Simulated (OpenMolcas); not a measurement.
# Fe²⁺ among point charges: CASSCF and CASPT2 levels and susceptibility

Aim: the splitting of the states of Fe²⁺ in the field of 6 point charges, its lowest levels with spin-orbit coupling and its magnetic susceptibility.

Method: state-averaged CASSCF and CASPT2, spin-orbit coupling by RASSI with atomic mean-field integrals. Code: OpenMolcas 26.06.

## (1) Starting point

| Property | Result |
| --- | --- |
| Species | Fe²⁺ (iron, Z = 26, 24 electrons) |
| Basis | ANO-RCC-VTZP [6s5p3d2f1g], 59 functions |
| Scalar Hamiltonian | DKH2, point nucleus |
| Inactive shells | 1s 2s 2p 3s 3p |
| Active space | 6 electrons in 5 orbitals (3d) |
| Some configurations of this space | 3d6 |
| Orbitals | optimised for each spin and parity, averaged over all roots |

The outer shells:

3d6
```
3d [↑↓][↑ ][↑ ][↑ ][↑ ]
```

The ion sits among 6 point charges of -1 e arranged as an octahedron (Oh), 1.69 Å from the ion.

Each step is its own input file, run in one work folder so that later steps find the files of earlier ones. Labels, J, g values, rates, χT and fits are worked out afterwards by a script from the matrices that RASSI stores. The input lists half of the charges; inversion (Group=XYZ) makes the rest.

## (2) Basis and integrals

Contents of a.inp:

```
&GATEWAY
Coord
1

Fe 0.0 0.0 0.0
Basis=ANO-RCC-VTZP
Group=XYZ
NoMove
AngMom=0.0 0.0 0.0
AMFI
XField
3 Angstrom 0
1.690000 0.000000 0.000000 -1.000000
0.000000 1.690000 0.000000 -1.000000
0.000000 0.000000 1.690000 -1.000000
&SEWARD
```

Run with:

```
> OMP_NUM_THREADS=1 MOLCAS_MEM=1689 MOLCAS_PROJECT=a pymolcas a.inp > a.log
```

## (3) Reference wave functions, quintets of even parity, 5 roots

Contents of a.inp:

```
&RASSCF
FileOrb=start.orb
Symmetry=1
Spin=5
nActEl=6 0 0
Inactive=3 6
Ras2=5 0
CIRoot=5 5 1
SDav=5
CIMx=300
Iter=120 100
PrWF=0.3
OrbListing=Nothing
MaxOrb=0
>>> COPY $Project.JobIph JOB001
```

start.orb holds the contracted functions of the basis, ordered by shell, or the orbitals of the step before.

## (4) CASSCF: triplets of even parity, 45 roots

Contents of a.inp:

```
&RASSCF
FileOrb=start.orb
Symmetry=1
Spin=3
nActEl=6 0 0
Inactive=3 6
Ras2=5 0
CIRoot=45 45 1
SDav=45
CIMx=300
Iter=120 100
PrWF=0.3
OrbListing=Nothing
MaxOrb=0
>>> COPY $Project.JobIph JOB002
```

## (5) CASSCF: singlets of even parity, 50 roots

Contents of a.inp:

```
&RASSCF
FileOrb=start.orb
Symmetry=1
Spin=1
nActEl=6 0 0
Inactive=3 6
Ras2=5 0
CIRoot=50 50 1
SDav=50
CIMx=300
Iter=120 100
PrWF=0.3
OrbListing=Nothing
MaxOrb=0
>>> COPY $Project.JobIph JOB003
```

## (6) RASSI: spin-orbit coupling between the states

Contents of a.inp:

```
&RASSI
NrOfJobIphs=3 5 45 50
1 2 3 4 5
1 2 3 4 5 6 7 8 9 10 11 12 13 14 15 16 17 18 19 20 21 22 23 24 25 26 27
28 29 30 31 32 33 34 35 36 37 38 39 40 41 42 43 44 45
1 2 3 4 5 6 7 8 9 10 11 12 13 14 15 16 17 18 19 20 21 22 23 24 25 26 27
28 29 30 31 32 33 34 35 36 37 38 39 40 41 42 43 44 45 46 47 48 49 50
IphNames
JOB001
JOB002
JOB003
EJob
SpinOrbit
DIPRint=1.0
SOCoupling=1000.0
Subsets=2
Property=9
'ANGMOM' 1 'ANGMOM' 2 'ANGMOM' 3 'MLTPL  1' 1 'MLTPL  1' 2 'MLTPL  1' 3
'AMFI' 1 'AMFI' 2 'AMFI' 3
SOProperty=3
'ANGMOM' 1 'ANGMOM' 2 'ANGMOM' 3
```

## (7) CASPT2: IPEA 0.25, imaginary shift 0.1 (closed shells correlated: 3s 3p)

Contents of a.inp:

```
>>> COPY JOB001 $Project.JobIph
&CASPT2
Multistate=5 1 2 3 4 5
NoMult
Frozen=2 3
IPEA=0.25
Imaginary=0.1
MaxIter=60
WThr=0.0 0.3 0.05
PrWF=0.5
NoMix
>>> COPY JOB002 $Project.JobIph
&CASPT2
Multistate=45 1 2 3 4 5 6 7 8 9 10 11 12 13 14 15 16 17 18 19 20 21 22
23 24 25 26 27 28 29 30 31 32 33 34 35 36 37 38 39 40 41 42 43 44 45
NoMult
Frozen=2 3
IPEA=0.25
Imaginary=0.1
MaxIter=60
WThr=0.0 0.3 0.05
PrWF=0.5
NoMix
>>> COPY JOB003 $Project.JobIph
&CASPT2
Multistate=50 1 2 3 4 5 6 7 8 9 10 11 12 13 14 15 16 17 18 19 20 21 22
23 24 25 26 27 28 29 30 31 32 33 34 35 36 37 38 39 40 41 42 43 44 45 46
47 48 49 50
NoMult
Frozen=2 3
IPEA=0.25
Imaginary=0.1
MaxIter=60
WThr=0.0 0.3 0.05
PrWF=0.5
NoMix
```

(Steps that only read results are left out.)

Q: Predict the outcome of this session. Wanted: spin-free ground state; first state of the same spin within the active space; lowest level; next level.

**Answer**, as computed:

| quantity | value |
| --- | --- |
| method | SS-CASPT2, IPEA 0.25, imaginary shift 0.1 (closed shells correlated: 3s 3p) |
| spin-free ground state | 5T2, 3-fold in its orbital part |
| first state of the same spin within the active space | 5E at 7320 cm⁻¹ |
| lowest level | 3-fold T2 |
| next level | 190.6 cm⁻¹ |
| χT at 300 K | 4.12 cm³ K/mol |
| effective moment at 300 K | 5.74 μB |

Cost by method:

| method | time of its own steps | time with the reference |
| --- | --- | --- |
| A. CASSCF | 26 s | 26 s |
| B. SS-CASPT2, IPEA 0.25, imaginary shift 0.1, +3s 3p | 14 s | 40 s |

Times are of one thread on a shared host.

What this shows: The spin-free ground state (5T2) comes to 100 % from free-ion D terms and keeps the highest spin of the shell. χT at 300 K is 4.12, against 3.01 cm³ K/mol for the spin alone, so orbital moment adds to it. An active space of the d shell alone favours high spin; real ions in strong fields can be low spin. CASPT2 does not keep the components of a term degenerate, and the means are used. The field of point charges can differ much from that of real complexes. With metal d orbitals alone active, the gaps between spin states are rough; where two lie within a few thousand cm-1, their order is open. Point charges carry no covalency, so the field is a model and not that of real ligands.
